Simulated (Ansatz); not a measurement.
**C₂H₇GeNO: basis-set convergence**

One table from this session's results is given with a row withheld; the runs are named, their logs left out.

Computed with Ansatz 0.2.0, Gaussian basis. Level: one geometry, several basis sets.

The runs, in order: PBE0-D4/def2-SVP; ωB97M-V/def2-SVP; PBE0-D4/def2-QZVPP; ωB97M-V/def2-QZVPP; the functionals' def2-TZVPP values are taken from earlier runs.

**The relaxed structure**

An earlier PBE0-D4 in a triple-zeta def2 set relaxation fixed the geometry.

SMILES `C[N](C)[Ge][OH]`, 12 atoms, charge 0, spin multiplicity 1.

Atoms are counted from 1 here; the program's logs count them from 0.

Bond lengths: C1–N2 1.437 Å, C1–H6 1.099 Å, C1–H7 1.092 Å, C1–H8 1.098 Å, N2–C3 1.443 Å, N2–Ge4 1.842 Å, C3–H9 1.094 Å, C3–H10 1.098 Å, C3–H11 1.098 Å, Ge4–O5 1.793 Å, O5–H12 0.961 Å. Angles: N2–C1–H6 111.6°, N2–C1–H7 111.8°, N2–C1–H8 111.2°, H6–C1–H7 107.5°, H6–C1–H8 107.4°, H7–C1–H8 107.1°, C1–N2–C3 112.7°, C1–N2–Ge4 129.8°, C3–N2–Ge4 117.5°, N2–C3–H9 110.3°, N2–C3–H10 111.6°, N2–C3–H11 111.6°, H9–C3–H10 107.9°, H9–C3–H11 107.8°, H10–C3–H11 107.5°, N2–Ge4–O5 101.9°, Ge4–O5–H12 117.7°.

Set-up of the first run:

in.yaml reads:

```yaml
crystal:
  periodic: [false, false, false]
  atoms:
    - {symbol: C, position_ang: [-0.540752, 0.492461, 0.835465]}
    - {symbol: N, position_ang: [0.159405, -0.194068, -0.214467]}
    - {symbol: C, position_ang: [0.640219, -1.492081, 0.192145]}
    - {symbol: Ge, position_ang: [0.515003, 0.342312, -1.940222]}
    - {symbol: O, position_ang: [-0.206489, 1.983134, -1.973517]}
    - {symbol: H, position_ang: [0.113933, 0.692566, 1.694691]}
    - {symbol: H, position_ang: [-0.940733, 1.450386, 0.497146]}
    - {symbol: H, position_ang: [-1.390020, -0.100764, 1.200722]}
    - {symbol: H, position_ang: [1.162009, -1.980069, -0.636303]}
    - {symbol: H, position_ang: [-0.183495, -2.148003, 0.504743]}
    - {symbol: H, position_ang: [1.341874, -1.418410, 1.034051]}
    - {symbol: H, position_ang: [-0.593852, 2.317436, -1.160454]}
basis:
  gaussian: {orbitals: def2-SVP}
hamiltonian: {xc: pbe0, dispersion: d4}
output: {orbitals: {seedname: orbitals}}
```

The run is started by

```bash
$ ansatz run in.yaml --threads 4 --pin off --events-out ev --progress --plain --max-ram 10444MiB
```

Steps of the session up to this table: PBE0-D4 in def2-SVP; ωB97M-V in def2-SVP; PBE0-D4 in def2-QZVPP; ωB97M-V in def2-QZVPP.

One of the session's tables, all rows but one given; the rest of the session is left out.

It belongs to the step «Functionals by basis». 

| functional | basis | HOMO (eV) |
| --- | --- | --- |
| PBE0-D4 | def2-SVP | -6.65 |
| PBE0-D4 | def2-TZVPP | -6.74 |
| PBE0-D4 | def2-QZVPP | -6.77 |
| ωB97M-V | def2-SVP | -8.87 |
| ωB97M-V | def2-TZVPP | -8.97 |
| ωB97M-V | def2-QZVPP | ? |

Q: Estimate the row for ωB97M-V, def2-QZVPP from the others.

**Answer.** HOMO (eV): -9.00. In the column «HOMO (eV)» it is the lowest.
